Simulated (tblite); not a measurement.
# H29N3Si21: the cost of one run

Programs: tblite 0.8.0 and PySCF 2.14.0, with routines of our own; each step states its level. All values are computed. Atoms count from 0.

### Step 1. The starting structure

53 atoms, charge 0, multiplicity 1; geometry from: force field, distance geometry or constructed start.

### Step 2. Optimising the geometry with GFN2-xTB

Job settings and geometry (Å):

```
{"job": {"kind": "relax", "xc": "GFN2-xTB", "basis": "xTB"}, "charge": 0, "multiplicity": 1}
Si    -1.411100    -3.918200    -1.351300
Si    -1.419200    -1.347100    -3.923300
Si    -1.399200    -1.278500     1.277200
Si    -2.635200    -2.460700    -0.170700
Si    -1.405400     1.275000    -1.272800
Si    -2.637800    -0.165000    -2.467700
Si    -1.415900     1.351400     3.913100
Si    -1.412600     3.919100     1.351200
Si    -2.631800     2.463000     0.164100
Si    -2.637300     0.163700     2.466700
Si     1.193500    -1.313500    -1.314400
Si    -0.107000    -2.607400    -2.605400
Si     3.735300    -1.161300     1.167000
Si     2.516000    -2.599100    -0.036900
Si     3.736500     1.167100    -1.161800
Si     2.511900    -0.033600    -2.592200
Si     1.196000     1.314200     1.313200
Si     2.512700     2.595100     0.033200
Si     2.513200     0.036000     2.601000
Si    -0.068300     0.000900     0.002700
Si    -0.106800     2.609200     2.606900
N     -3.461700    -1.314200    -1.315900
H     -4.011800    -1.916500    -1.914500
N      4.516600    -0.004300    -0.001500
H      5.535400     0.002600     0.000900
N     -3.466900     1.314800     1.318200
H     -4.014500     1.923400     1.920400
H     -2.244400    -4.737000    -2.170800
H     -0.624500    -4.861500    -0.631900
H     -2.242700    -2.171600    -4.734200
H     -0.621500    -0.629300    -4.863000
H     -0.555100    -2.088500     2.090000
H     -3.552100    -3.230800     0.608700
H     -0.551100     2.088500    -2.086100
H     -3.549900     0.612400    -3.234200
H     -2.243300     2.174200     4.734700
H     -0.625900     0.630000     4.857800
H     -2.242900     4.740100     2.169400
H     -0.624000     4.858000     0.629800
H     -3.555900     3.234300    -0.609400
H     -3.551200    -0.612900     3.234700
H      0.736200    -3.429700    -3.420400
H      4.669800    -1.925200     1.922600
H      3.346200    -3.424800    -0.851900
H      1.717400    -3.541900     0.686800
H      4.663000     1.927800    -1.929600
H      3.346000    -0.850000    -3.424900
H      1.720800     0.687000    -3.541300
H      1.722700     3.544000    -0.684200
H      3.345500     3.425000     0.852100
H      1.720200    -0.691700     3.546700
H      3.350200     0.851400     3.424000
H      0.729900     3.423700     3.424200
```

Command:

```console
$ OMP_NUM_THREADS=2 python large_run.py task.json out
```

One launch serves the whole session: the jobs run in the order shown.

Q: Estimate the wall time and peak memory of this first job on 2 threads of AMD EPYC 9R45, shared host.

About 16 s, with a peak of 0.16 GiB.
